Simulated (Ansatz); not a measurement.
# BCl2FH4Si: the cost of one run

The runs use Ansatz 0.2.0; RKS PBE-D4/def2-SVP.

## (1) Reference run: BCl₂FH₄Si, relaxed

The input, input.yaml:

```yaml
crystal:
  periodic: [false, false, false]
  atoms:
    - { symbol: B, position_ang: [-0.794125, -0.447805, -0.642674] }
    - { symbol: F, position_ang: [-0.300796, 0.373703, -2.027344] }
    - { symbol: Cl, position_ang: [-0.473643, -2.185001, -0.821019] }
    - { symbol: Cl, position_ang: [-2.387217, 0.145727, -0.12955] }
    - { symbol: H, position_ang: [0.253161, 0.510208, -0.956733] }
    - { symbol: Si, position_ang: [0.741878, 0.342953, 0.844665] }
    - { symbol: H, position_ang: [2.147871, -0.134885, 0.624702] }
    - { symbol: H, position_ang: [0.710366, 1.814842, 1.143322] }
    - { symbol: H, position_ang: [0.102505, -0.419842, 1.964731] }
basis:
  gaussian: { orbitals: def2-SVP }
hamiltonian:
  xc: pbe
  dispersion: d4
output:
  forces: true
relax:
  f_tol: 0.02
  max_steps: 120
  constraints:
    - { distance: [0, 5] }
    - { distance: [1, 4] }
    - { distance: [0, 1] }
    - { distance: [4, 5] }
  escape_saddle: false
```

Launch:

```bash
ansatz run input.yaml --threads 1 --pin off --max-ram 2560MiB --backend cpu --events-out ev --progress --plain --runs-dir out
```

Q: Estimate wall time and peak memory on 1 thread of Arm Neoverse V2, shared host.

About 11 s, with a peak of 0.15 GiB.
